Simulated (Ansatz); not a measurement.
**WH₃+ (quintet): from Hartree-Fock to the top rungs, def2-TZVPP**

The task here is to estimate one member of a computed series from the others.

Program: Ansatz 0.2.0, Gaussian basis. Level of theory: def2-TZVPP, core rule «outside noble gas», up to 4 orbitals frozen. These are calculated values, not measurements.

To be run: UHF; ROHF; CCSD(T) on UHF.

## The system

The geometry is a PBE0/def2-TZVP stationary point (not a proven minimum) of the parent state, kept for this charge and spin. No spin-orbit coupling is included. Elements past krypton take def2 core potentials.

4 atoms, charge 1, spin multiplicity 5.

Atoms are counted from 1 here; the program's logs count them from 0.

Bond lengths: W1–H2 1.697 Å, W1–H3 1.809 Å, W1–H4 1.809 Å. Angles: H2–W1–H3 90.2°, H2–W1–H4 90.2°, H3–W1–H4 179.6°.

Set-up of the first run:

Input file in.yaml:

```yaml
crystal:
  periodic: [false, false, false]
  atoms:
    - {symbol: W, position_ang: [0.000000, -0.009090, 0.000000]}
    - {symbol: H, position_ang: [0.000000, 1.688316, 0.000000]}
    - {symbol: H, position_ang: [0.000000, -0.015207, 1.808801]}
    - {symbol: H, position_ang: [0.000000, -0.015207, -1.808801]}
basis:
  gaussian: {orbitals: def2-TZVPP}
total_charge: 1
magnetization: {spin_polarized: true, initial_magnetization: 4}
hamiltonian: {xc: hf}
output: {orbitals: {seedname: orbitals}}
```

Started as:

```console
ansatz run in.yaml --threads 1 --pin off --events-out ev --progress --plain --max-ram 2560MiB --backend cpu
```

Steps of the session up to this table: UHF; ROHF; CCSD(T) on UHF.

One of the session's tables, all rows but one given; the rest of the session is left out.

It belongs to the step «Misses and costs». 

| method | from UCCSD(T) (kJ/mol) |
| --- | --- |
| ROHF | +485.3 |
| UHF | ? |
| UMP2 | +81.7 |
| UCCSD | +18.2 |
| UCCSD(T) | 0 |

**Question.** Estimate the row for UHF.

**Answer.** from UCCSD(T) (kJ/mol): +459.5. In the column «from UCCSD(T) (kJ/mol)» it lies between UMP2 (+81.7) and ROHF (+485.3).

The program flags UCCSD(T) as in doubt (see the logs), so the zero of the table is itself unsure.

Caveats from the session: The report flags that the cluster equations may have other roots. The program flags UCCSD(T) as in doubt, so the zero of the table is itself unsure. Warnings: coupled cluster took another determinant than the lowest.
